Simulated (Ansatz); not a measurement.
# AlCl2H5O2Si: the cost of one run

Method: RKS PBE-D4/6-31G*, in Ansatz 0.2.0.

### Step 1. The structure to begin with

Bond lengths: Al1–O2 2.130 Å, O2–Si3 1.680 Å, Si3–H4 1.460 Å, Si3–H5 1.460 Å, Si3–H6 1.460 Å, Al1–Cl7 2.230 Å, Al1–Cl8 2.230 Å, Al1–O9 2.080 Å, O9–H10 1.010 Å. Angles: Al1–O2–Si3 125.0°, O2–Al1–Cl7 120.0°, O2–Al1–Cl8 120.0°, O2–Al1–O9 71.6°, Cl7–Al1–Cl8 120.0°, Cl7–Al1–O9 96.8°, Cl8–Al1–O9 101.3°, O2–Si3–H4 109.5°, O2–Si3–H5 109.5°, O2–Si3–H6 109.5°, H4–Si3–H5 109.4°, H4–Si3–H6 109.4°, H5–Si3–H6 109.4°, Al1–O9–H10 109.5°.

Coordinates:

```xyz
11

Al    0.0000    0.0000    0.0000
O     0.0000    0.0000    2.1300
Si   -1.3147   -0.4067    3.0936
H    -2.2390   -1.2403    2.3304
H    -0.8506   -1.1432    4.2657
H    -1.9987    0.8095    3.5233
Cl    1.9312    0.0000   -1.1150
Cl   -1.9312    0.0000   -1.1150
O     0.0932    1.9717    0.6559
H     0.4919    2.0000    1.5834
H     0.0589    1.2457    1.7601
```

### Step 2. A restrained relaxation towards end A

Springs on the bonds that form and break draw the guess towards this end; the thresholds are loose.

input.yaml

```yaml
crystal:
  periodic: [false, false, false]
  atoms:
    - { symbol: Al, position_ang: [0.0, 0.0, 0.0] }
    - { symbol: O, position_ang: [0.0, 0.0, 2.13] }
    - { symbol: Si, position_ang: [-1.3147, -0.4067, 3.0936] }
    - { symbol: H, position_ang: [-2.239, -1.2403, 2.3304] }
    - { symbol: H, position_ang: [-0.8506, -1.1432, 4.2657] }
    - { symbol: H, position_ang: [-1.9987, 0.8095, 3.5233] }
    - { symbol: Cl, position_ang: [1.9312, 0.0, -1.115] }
    - { symbol: Cl, position_ang: [-1.9312, 0.0, -1.115] }
    - { symbol: O, position_ang: [0.0932, 1.9717, 0.6559] }
    - { symbol: H, position_ang: [0.4919, 2.0, 1.5834] }
    - { symbol: H, position_ang: [0.0589, 1.2457, 1.7601] }
basis:
  gaussian: { orbitals: "6-31G*" }
hamiltonian:
  xc: pbe
  dispersion: d4
relax:
  f_tol: 0.15
  max_steps: 25
  restrain:
    - { distance: [0, 8], at: 2.98, k: 30.0 }
    - { distance: [10, 1], at: 2.21, k: 30.0 }
    - { distance: [0, 1], at: 1.78, k: 30.0 }
    - { distance: [10, 8], at: 1.01, k: 30.0 }
```

The run is started by

```sh
ansatz run input.yaml --threads 4 --pin off --max-ram 5120MiB --backend cpu --events-out ev --progress --plain --runs-dir out
```

What time and memory should one allow on 4 threads of Arm Neoverse V2, shared host?

About 22 s, with a peak of 0.18 GiB.
